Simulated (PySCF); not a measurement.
# C4H12O4Pb (Pb(OCH3)4): the cost of one run

The runs use PySCF 2.14.0; PBE0, Pb def2-SVP with ECP60, O def2-SVP, C def2-SVP, H def2-SVP; scalar-relativistic core potentials, no spin–orbit coupling.

1 further run of the same task is left out (for a known fault of the program).

### Step 1. Starting geometry

21 atoms, charge 0, spin multiplicity 1.

Bond lengths: Pb1–O2 2.108 Å, Pb1–O7 2.108 Å, Pb1–O12 2.108 Å, Pb1–O17 2.108 Å, O2–C3 1.401 Å, C3–H4 1.106 Å, C3–H5 1.106 Å, C3–H6 1.100 Å, O7–C8 1.401 Å, C8–H9 1.106 Å, C8–H10 1.106 Å, C8–H11 1.100 Å, O12–C13 1.401 Å, C13–H14 1.106 Å, C13–H15 1.106 Å, C13–H16 1.100 Å, O17–C18 1.401 Å, C18–H19 1.106 Å and more. Angles: O2–Pb1–O7 90.0°, O2–Pb1–O12 180.0°, O2–Pb1–O17 90.0°, O7–Pb1–O12 90.0°, O7–Pb1–O17 180.0°, O12–Pb1–O17 90.0°, Pb1–O2–C3 124.0°, O2–C3–H4 109.7°, O2–C3–H5 109.7°, O2–C3–H6 113.4°, H4–C3–H5 107.9°, H4–C3–H6 108.0°, H5–C3–H6 108.0°, Pb1–O7–C8 124.0°, O7–C8–H9 109.7°, O7–C8–H10 109.7°, O7–C8–H11 113.4°, H9–C8–H10 107.9° and more.

Coordinates:

```
atom    x (Å)    y (Å)    z (Å)
 Pb1   0.0000   0.0000   0.0000
  O2   1.9337   0.8395   0.0000
  C3   3.1145   0.0849   0.0000
  H4   3.7163   0.3345  -0.8943
  H5   3.7163   0.3345   0.8943
  H6   2.9398  -1.0011   0.0000
  O7  -0.8395   1.9337   0.0000
  C8  -0.0849   3.1145   0.0000
  H9  -0.3345   3.7163  -0.8943
 H10  -0.3345   3.7163   0.8943
 H11   1.0011   2.9398   0.0000
 O12  -1.9337  -0.8395   0.0000
 C13  -3.1145  -0.0849   0.0000
 H14  -3.7163  -0.3345  -0.8943
 H15  -3.7163  -0.3345   0.8943
 H16  -2.9398   1.0011   0.0000
 O17   0.8395  -1.9337   0.0000
 C18   0.0849  -3.1145   0.0000
 H19   0.3345  -3.7163  -0.8943
 H20   0.3345  -3.7163   0.8943
 H21  -1.0011  -2.9398   0.0000
```

Formal oxidation states: Pb +4. An earlier session relaxed this geometry at PBE0, Pb def2-SVP with ECP60, O def2-SVP, C def2-SVP, H def2-SVP (singlet, point group C4h). Its vibrations showed it to be a saddle point, relaxed within its symmetry.

Its energy there is -652.416608 Eh.

### Step 2. Multiplicity 3 at the relaxed geometry

Input file run.py (the lines that set the calculation):

```python
mol = gto.M(atom='''
Pb     0.00000     0.00000     0.00000
O      1.93370     0.83948     0.00000
C      3.11455     0.08495     0.00000
H      3.71628     0.33450    -0.89426
H      3.71628     0.33450     0.89426
H      2.93980    -1.00107     0.00000
O     -0.83948     1.93370     0.00000
C     -0.08495     3.11455     0.00000
H     -0.33450     3.71628    -0.89426
H     -0.33450     3.71628     0.89426
H      1.00107     2.93980     0.00000
O     -1.93370    -0.83948     0.00000
C     -3.11455    -0.08495     0.00000
H     -3.71628    -0.33450    -0.89426
H     -3.71628    -0.33450     0.89426
H     -2.93980     1.00107     0.00000
O      0.83948    -1.93370     0.00000
C      0.08495    -3.11455     0.00000
H      0.33450    -3.71628    -0.89426
H      0.33450    -3.71628     0.89426
H     -1.00107    -2.93980     0.00000''',
    basis={'Pb': 'def2-SVP', 'O': 'def2-SVP', 'C': 'def2-SVP', 'H': 'def2-SVP'},
    ecp={'Pb': 'def2-SVP'},
    charge=0, spin=2)
mf = dft.UKS(mol, xc='PBE0')
mf.grids.atom_grid = (50, 194)
mf = mf.density_fit()  # fitting sets: Pb def2-universal-JKFIT, O def2-universal-JKFIT, C def2-universal-JKFIT, H def2-universal-JKFIT
mf.conv_tol = 1e-08; mf.max_cycle = 55
mf.kernel(dm0)  # dm0: free metal ions and neutral atoms
```

The run is started by

```sh
> OMP_NUM_THREADS=4 python run.py
```

**Question.** How long does this run take on 4 threads of Arm Neoverse V2, shared host?

About 50 s.
